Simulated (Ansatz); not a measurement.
The same calculation of HfW2, space group Fd-3m as a Python script and as an input file (the Ansatz DFT code, driven from Python).

Run as a notebook:

In [1]:
```python
import warnings

import ansatz as az
import numpy as np
```

In [2]:
```python
FILLING = "cold"
SIGMA = 0.15
FUNCTIONAL = "pbesol"
```

In [3]:
```python
warnings.simplefilter("ignore", az.DeckWarning)
```

In [4]:
```python
lattice = az.Lattice.of(
    [0.0, 3.7955, 3.7955],
    [3.7955, 0.0, 3.7955],
    [3.7955, 3.7955, 0.0],
)
sites = [
    ("Hf", [0.0, 0.0, 0.0]),
    ("Hf", [0.25, 0.25, 0.25]),
    ("W", [0.625, 0.625, 0.625]),
    ("W", [0.125, 0.625, 0.625]),
    ("W", [0.625, 0.625, 0.125]),
    ("W", [0.625, 0.125, 0.625]),
]
crystal = az.Crystal(lattice=lattice)
for symbol, position in sites:
    crystal = crystal.atom(symbol, position)
```

In [5]:
```python
crystal.resolved().tree()["lattice"]
```
Out [5]:
```text
((0.0, 3.7955, 3.7955), (3.7955, 0.0, 3.7955), (3.7955, 3.7955, 0.0))
```

In [6]:
```python
model = (
    crystal.calculation()
    .occupations(FILLING, width=SIGMA)
    .basis(19 * az.Ha)
    .kpoints(5)
    .functional(FUNCTIONAL)
    .density_of_states(energy_step=0.05, method="smearing", broadening_width=0.1, projected=True)
    .band_table()
    .bader_charges()
)
outcome = model.run(threads=1, backend="cpu")
report = outcome.report
```

In [7]:
```python
outcome.lattice.cell_ang
```
Out [7]:
```text
array([[0.    , 3.7955, 3.7955],
       [3.7955, 0.    , 3.7955],
       [3.7955, 3.7955, 0.    ]])
```

In [8]:
```python
print(f"free energy      {report['free_energy_ev']:.5f} eV")
print(f"per atom         {report['free_energy_ev'] / len(outcome.lattice.sites):.5f} eV")
print(f"SCF iterations   {report['n_iterations']}  (converged: {report['converged']})")
```
```text
free energy      -72223.20399 eV
per atom         -12037.20067 eV
SCF iterations   7  (converged: True)
```

In [9]:
```python
dos = outcome.density_of_states()
energy = np.asarray(dos.energies_ev) - dos.fermi_ev
window = (energy > -12) & (energy < 4)
for index, site in enumerate(outcome.projected_density_of_states().sites):
    for shell in site.shells:
        if shell.l == 2:
            g = sum(np.sum(part.g_bin_mean_per_ev, axis=0) for part in shell.curves)[window]
            if g.sum() > 1e-6:
                centre = (g * energy[window]).sum() / g.sum()
                width = np.sqrt((g * (energy[window] - centre) ** 2).sum() / g.sum())
                print(f"site {index} {site.species} {shell.label}: centre {centre:.3f} eV, rms width {width:.3f} eV")
```
```text
site 0 Hf 5D: centre 0.242 eV, rms width 2.386 eV
site 1 Hf 5D: centre 0.242 eV, rms width 2.386 eV
site 2 W 5D: centre -0.490 eV, rms width 2.583 eV
site 3 W 5D: centre -0.490 eV, rms width 2.583 eV
site 4 W 5D: centre -0.490 eV, rms width 2.583 eV
site 5 W 5D: centre -0.490 eV, rms width 2.583 eV
```

In [10]:
```python
gap = None if "band_edges_ev" not in report else report["band_edges_ev"][1] - report["band_edges_ev"][0]
print("gap on the k mesh:", "withheld (metal, or smearing too wide to tell)" if gap is None else f"{gap:.3f} eV")
print("lowest empty less highest filled band, by band count:", round(report["gap_by_band_count_ev"], 3), "eV")
```
```text
gap on the k mesh: withheld (metal, or smearing too wide to tell)
lowest empty less highest filled band, by band count: -1.49 eV
```

In [11]:
```python
charges = outcome.bader_charges()
for atom in charges.atoms:
    print(f"Bader charge {atom.symbol:2s} {atom.partial_charge_e:+.3f} e")
```
```text
Bader charge Hf +1.341 e
Bader charge Hf +1.341 e
Bader charge W  -0.671 e
Bader charge W  -0.671 e
Bader charge W  -0.671 e
Bader charge W  -0.671 e
```

`input.yaml`:
```yaml
crystal:
  lattice:
    - [0.0, 3.7955, 3.7955]
    - [3.7955, 0.0, 3.7955]
    - [3.7955, 3.7955, 0.0]
  atoms:
    - { symbol: Hf, position: [0.0, 0.0, 0.0] }
    - { symbol: Hf, position: [0.25, 0.25, 0.25] }
    - { symbol: W, position: [0.625, 0.625, 0.625] }
    - { symbol: W, position: [0.125, 0.625, 0.625] }
    - { symbol: W, position: [0.625, 0.625, 0.125] }
    - { symbol: W, position: [0.625, 0.125, 0.625] }
basis:
  ecutwfc: 517.0163386738
kpoints:
  mp_grid: { grid: [5, 5, 5] }
hamiltonian:
  xc: pbesol
scf:
  occupations: { method: cold, width: 0.15 }
output:
  bader: true
  dos: { de: 0.05, method: { smearing: { sigma: 0.1 } }, projected: true }
  eigenvalues: true
```

The program run on that file:
```console
$ ansatz run input.yaml --threads 1 --pin off --max-ram 3072MiB --backend cpu --events-out ev --progress --plain --runs-dir out
Engine: ansatz 0.2.0, aarch64-unknown-linux-gnu
Pseudopotentials: kind: paw
Pseudopotential: Hf, paw, valence charge 26, recommended cutoff 420 eV (normal), Hf.paw.azcp
Pseudopotential: W, paw, valence charge 14, recommended cutoff 420 eV (normal), W.paw.azcp
Functional definition: PBEsol
  exchange = pbesol_x
  correlation = pbesol_c
Crystal: 6 atoms, lattice volume = 109.355 Å³
Basis set: ecut = 517.0163386738 eV, 2891 PW (Γ)
Bands: 65, of which v1, the nominal top of the filled ones, is band 54 counted from 1 (53 counted from 0)
Symmetry: 48 space group operations
Space group: Fd-3m (ITA 227), of the structure as read, at distance tolerance 4.8e-5 Å
k-points: 10 of 125
Non-local potential: Hf, projectors of the file, l = 0: 3, l = 1: 2, l = 2: 2, l = 3: 3
Non-local potential: W, projectors of the file, l = 0: 3, l = 1: 2, l = 2: 2, l = 3: 1
PAW form: soft (Blöchl's): semilocal exchange-correlation on the pseudo side does not see the compensation charge
PAW frozen core: Hf, regenerated for the run's functional, and the local potential with it (the file was generated under x = pbe(κ = 0.804, μ = 0.2195149727645171), c = pbe(β = 0.06672455060314922))
PAW frozen core: W, regenerated for the run's functional, and the local potential with it (the file was generated under x = pbe(κ = 0.804, μ = 0.2195149727645171), c = pbe(β = 0.06672455060314922))
PAW one-centre angular grid: Hf, 590 points (default); XC on 64 Gauss nodes
PAW one-centre angular grid: W, 590 points (default); XC on 64 Gauss nodes
Initial density: superposition of atomic densities (neutral atoms: chi_scale 0, normalization atom), corrected by the library's trained network
Initial wavefunctions: pseudopotential atomic-orbital guess
Functional: x = pbesol(κ = 0.804, μ = 0.12345679012345678), c = pbesol(β = 0.046)
SCF iter   1: F=—  HF=-72223.205206 eV  |F-HF|=—  |Δ(HF+E_count)|=         —  Δρ=2.28e-3  dr2=4.81e-3  ethr=1.77e-3  ⟨swp⟩=4.9  Hψ=2364  notcnv=0
preconditioner: auto → Resta (q_TF=auto, 2.723 Å⁻¹)  ε∞=6.4  [insulator: Δε(μ)=0.171 eV  Ē_g=12.957 eV  σ=0.150 eV  W_gap=0.62  n_scr=26 (ndim 8)  ℏωp=30.1 eV  f_vac=0.000  D(μ)=3.92/eV (n_scr^D=26)  ε∞_Penn≈6.4]
SCF iter   2: F=—  HF=-72223.204130 eV  |F-HF|=—  |Δ(HF+E_count)|=   1.08e-3  S|Δr|=    0.00e0  Δρ=1.26e-3  dr2=1.32e-3  ethr=4.45e-6  ⟨swp⟩=2.0  Hψ=1181  notcnv=0
SCF iter   3: F=—  HF=-72223.204091 eV  |F-HF|=—  |Δ(HF+E_count)|=   3.93e-5  S|Δr|=    0.00e0  Δρ=4.34e-4  dr2=1.65e-4  ethr=1.23e-6  ⟨swp⟩=2.1  Hψ=934  notcnv=0
SCF iter   4: F=—  HF=-72223.204001 eV  |F-HF|=—  |Δ(HF+E_count)|=   9.02e-5  S|Δr|=    0.00e0  Δρ=1.22e-4  dr2=1.56e-5  ethr=1.52e-7  ⟨swp⟩=2.0  Hψ=1105  notcnv=0
SCF iter   5: F=—  HF=-72223.203993 eV  |F-HF|=—  |Δ(HF+E_count)|=   8.39e-6  S|Δr|=    0.00e0  Δρ=3.34e-5  dr2=2.10e-6  ethr=1.45e-8  ⟨swp⟩=2.0  Hψ=835  notcnv=0
SCF iter   6: F=—  HF=-72223.203992 eV  |F-HF|=—  |Δ(HF+E_count)|=   4.70e-7  S|Δr|=    0.00e0  Δρ=1.20e-5  dr2=1.89e-7  ethr=1.95e-9  ⟨swp⟩=2.0  Hψ=683  notcnv=0
SCF iter   7: F=-72223.203992 eV  HF=-72223.203992 eV  |F-HF|=1.99e-9  |Δ(HF+E_count)|=   4.54e-8  S|Δr|=    0.00e0  Δρ=1.46e-6  dr2=2.14e-9  ethr=9.26e-11  ⟨swp⟩=6.8  Hψ=1661  notcnv=0
SCF 1 converged in 7 iterations: F = -72223.203992 eV  dr2 = 2.14e-9
  greatest PAW one-centre occupation: 1.000 electrons in one spin orbital (limit 2), on the W atom at site 3 (counted from 0), in its partial waves of l = 0
SCF converged after 7 iterations
Stability not checked: this state was not tested for a lower state beside it, because cold or Methfessel-Paxton smearing, or corrected tetrahedra, fill the levels in a way that the test cannot read (fill_not_monotonic; see scf.lower_state_search)
Free energy (F): -72223.203992 eV
Harris-Foulkes:  -72223.203992 eV  (|F-HF|=1.99e-9)
Internal energy: -72223.211821 eV  (E = F + TS)
E sigma→0 (E₀):  -72223.206602 eV
Entropy (-TS):   0.007829 eV (1.305 meV/atom)
Fermi energy:    20.401139 eV
--- Per-component energies (eV) ---
  E_band       = -283.765842
  E_kinetic    = 2640.197821
  E_local      = -13029.189676  (includes V_loc(G=0)·N_el)
  E_nonlocal   = -2462.513324
  E_hartree    = 5858.664228
  E_xc         = -1653.296742
  E_vxc        = -1482.612292  (∫ρ·V_xc dr)
  E_paw        = -47357.812658  (= ΣΔE_a)
  E_vpaw       = 2333.023424  (= ΣTr[D̂ρ^β])
  E_aug_tail   = -0.000156  (compensation charges beyond the density's cutoff)
  E_ewald      = -16222.650666
  E_core_change = 3.389352  (= ΣΔE_core)
  E_smearing   = 0.007829  (= −TS)
  E_closure    = 0.000000  (closes the sum)
  Σ components = -72223.203992   (vs F -72223.203992, Δ=0.00e0)
--- Band table (eV; the first three rows and the last of 10) ---
  k-point 0: bands = ["-52.9500", "-52.7955", "-52.7955", "-52.7955", "-40.9366", "-40.9120", "-18.2732", "-17.5455", "-17.5455", "-17.5455", "-17.3188", "-17.3188", "-16.7334", "-16.7334", "-16.7334", "-16.5207", "-16.5207", "-16.5207", "-9.6574", "-9.6574", "-9.6574", "-9.4865", "-9.4865", "-9.4865", "9.0659", "9.0779", "9.0779", "9.0779", "9.0827", "9.0827", "9.0827", "9.0976", "9.0976", "9.0976", "9.1006", "9.1009", "9.1009", "9.1009", "12.1895", "14.7070", "16.1039", "16.1039", "16.1039", "17.4964", "17.4964", "17.4964", "18.0777", "18.0777", "20.0020", "20.0020", "20.6508", "20.6508", "20.6508", "21.7679", "21.7679", "21.7679", "22.3878", "22.3878", "22.9635", "22.9889", "22.9889", "22.9889", "24.5344", "24.5344", "24.5344"]
  k-point 1: bands = ["-52.9394", "-52.8064", "-52.7955", "-52.7955", "-40.9349", "-40.9137", "-18.1808", "-17.5142", "-17.5044", "-17.5044", "-17.2934", "-17.2934", "-16.7909", "-16.7909", "-16.7333", "-16.6663", "-16.5375", "-16.5375", "-9.6589", "-9.6589", "-9.6493", "-9.4986", "-9.4837", "-9.4837", "9.0677", "9.0770", "9.0770", "9.0774", "9.0834", "9.0862", "9.0862", "9.0943", "9.0943", "9.0964", "9.0994", "9.1011", "9.1014", "9.1014", "12.6734", "15.0314", "16.2763", "16.3256", "16.3256", "17.0257", "17.6729", "17.6729", "18.2647", "18.2647", "19.8767", "19.9178", "19.9178", "20.3021", "20.3021", "21.6385", "21.8199", "21.8199", "22.1638", "22.2213", "22.2213", "22.8900", "23.0998", "23.0998", "24.4779", "24.4779", "25.1091"]
  k-point 2: bands = ["-52.9169", "-52.8293", "-52.7955", "-52.7955", "-40.9314", "-40.9173", "-18.0152", "-17.4508", "-17.4508", "-17.3627", "-17.1734", "-17.1734", "-17.0185", "-16.9601", "-16.9601", "-16.7332", "-16.5544", "-16.5544", "-9.6611", "-9.6611", "-9.6503", "-9.5037", "-9.4792", "-9.4792", "9.0712", "9.0767", "9.0795", "9.0795", "9.0828", "9.0856", "9.0856", "9.0942", "9.0942", "9.0946", "9.0989", "9.0989", "9.0989", "9.1014", "13.8224", "15.3688", "16.1857", "16.7113", "16.7113", "16.9382", "18.1524", "18.1524", "18.7622", "18.7622", "18.9137", "19.4556", "19.4556", "19.6626", "19.6626", "19.9525", "22.0624", "22.0624", "22.0862", "22.0862", "22.2556", "22.7401", "22.9535", "22.9535", "23.7194", "23.7194", "24.4388"]
  k-point 9: bands = ["-52.8925", "-52.8539", "-52.7955", "-52.7955", "-40.9275", "-40.9213", "-17.7974", "-17.5428", "-17.3592", "-17.2521", "-17.2462", "-17.2029", "-17.0257", "-16.9815", "-16.9352", "-16.8111", "-16.6674", "-16.6230", "-9.6839", "-9.6737", "-9.5940", "-9.5497", "-9.4693", "-9.4644", "9.0736", "9.0783", "9.0799", "9.0801", "9.0847", "9.0857", "9.0862", "9.0917", "9.0917", "9.0940", "9.0962", "9.0988", "9.0998", "9.1006", "14.8390", "16.0230", "16.1408", "16.4093", "17.4551", "17.4957", "17.9728", "18.2664", "18.2920", "18.4598", "18.7111", "19.1275", "19.2469", "19.3388", "19.7612", "19.8129", "20.3409", "20.9611", "21.5308", "21.7369", "23.0449", "23.1030", "23.5301", "23.8610", "23.9901", "24.1875", "24.7651"]
--- Bader charges: 6 sites ---
  site symbol  charge [e]  shift [e]
     0     Hf      1.3413     0.0000
     1     Hf      1.3414     0.0000
     2      W     -0.6707     0.0000
     3      W     -0.6707     0.0000
     4      W     -0.6707     0.0000
     5      W     -0.6707     0.0000
  estimated error of the sums over rays = 4.2e-4 e
```

Notes:
- Absolute energies stand on the zero of these potentials, so only differences at equal settings mean something.
- No spin polarisation was allowed.
- For a metal this k-point mesh is coarse: on a finer one energies can move by several to tens of meV an atom and pressures by half a GPa or more, differences at one mesh by less.
- Projections exist only for the shells that the potentials hold, some of them semicore, and samples at single energies can miss narrow peaks.
- A gap by band count of zero or less means overlapping bands, a metal.
- The starting cell is as deposited in a crystallographic database; the results hold for this polymorph, which needn't be the stable one.
- Levels are Kohn-Sham eigenvalues on this mesh, without spin-orbit coupling.
- The computed bands are complete only to about 3.8 eV above the Fermi level; beyond that the density of states is undercounted.
- A band centre counts only the states inside the window taken.
- Hardware and time: 38 s on 1 thread of Arm Neoverse V2 (shared host), peak memory 0.48 GiB.

(Lines on the test bed's own set-up are left out of the output.)
